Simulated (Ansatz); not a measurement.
# GaNH3 radical (SMILES [NH2][GaH]): single points off equilibrium

One table from this session's results is given with a row withheld; the runs are named, their logs left out.

The runs use Ansatz 0.2.0, Gaussian basis; single points in def2-TZVPP.

Correlated methods freeze the cores. Filled d shells of the heavier atoms are correlated. Orbitals are unrestricted. B3LYP uses VWN-RPA correlation.

### Starting geometry

SMILES `[NH2][GaH]`, 5 atoms, charge 0, spin multiplicity 2.

Atoms are counted from 1 here; the program's logs count them from 0.

Bond lengths: N1–Ga2 2.142 Å, N1–H3 1.297 Å, N1–H4 0.924 Å, Ga2–H5 1.786 Å. Angles: Ga2–N1–H3 123.5°, Ga2–N1–H4 114.4°, H3–N1–H4 119.6°, N1–Ga2–H5 94.2°.

Geometry (Å):

```
atom    x (Å)    y (Å)    z (Å)
  N1  -0.1620  -0.7323   0.0896
 Ga2   1.2599   0.8081   0.5301
  H3  -1.1874  -0.5589  -0.6851
  H4  -0.1531  -1.4410   0.6818
  H5   0.4234   2.0430  -0.4520
```

Set-up of the first run:

Contents of run/in.yaml:

```yaml
crystal:
  periodic: [false, false, false]
  atoms:
    - {symbol: N, position_ang: [-0.162000, -0.732300, 0.089600]}
    - {symbol: Ga, position_ang: [1.259900, 0.808100, 0.530100]}
    - {symbol: H, position_ang: [-1.187400, -0.558900, -0.685100]}
    - {symbol: H, position_ang: [-0.153100, -1.441000, 0.681800]}
    - {symbol: H, position_ang: [0.423400, 2.043000, -0.452000]}
basis:
  gaussian: {orbitals: def2-TZVPP}
magnetization: {spin_polarized: true, initial_magnetization: 1}
correlation: {method: ccsd_t}
scf: {omitted_lower_state_checks: [cluster_reference]}
output: {forces: true}
```

The command line of these runs was not kept.

Steps of the session up to this table: CCSD(T)/def2-TZVPP; PBE0-D4/def2-TZVPP; wB97M-V/def2-TZVPP; r2SCAN-D4/def2-TZVPP; PBE-D4/def2-TZVPP; B3LYP-D4/def2-TZVPP; revPBE-D4/def2-TZVPP.

One table of the session follows, with a row left open; its other results are not shown here.

```
   method  RMS force component (eV/Å)  angle to CCSD(T) forces (°)  dipole (D)
  CCSD(T)                       3.285                    reference        1.18
  PBE0-D4                           ?                            ?           ?
  wB97M-V                       3.282                          1.3        1.39
r2SCAN-D4                       3.262                          1.3        1.04
   PBE-D4                       3.228                          4.1        0.92
 B3LYP-D4                       3.184                          2.8        1.22
revPBE-D4                       3.195                          4.8        0.99
```

**Question.** Estimate the row for PBE0-D4.

The run gave: RMS force component (eV/Å): 3.289; angle to CCSD(T) forces (°): 1.8; dipole (D): 1.21. In the column «RMS force component (eV/Å)» it is the highest.
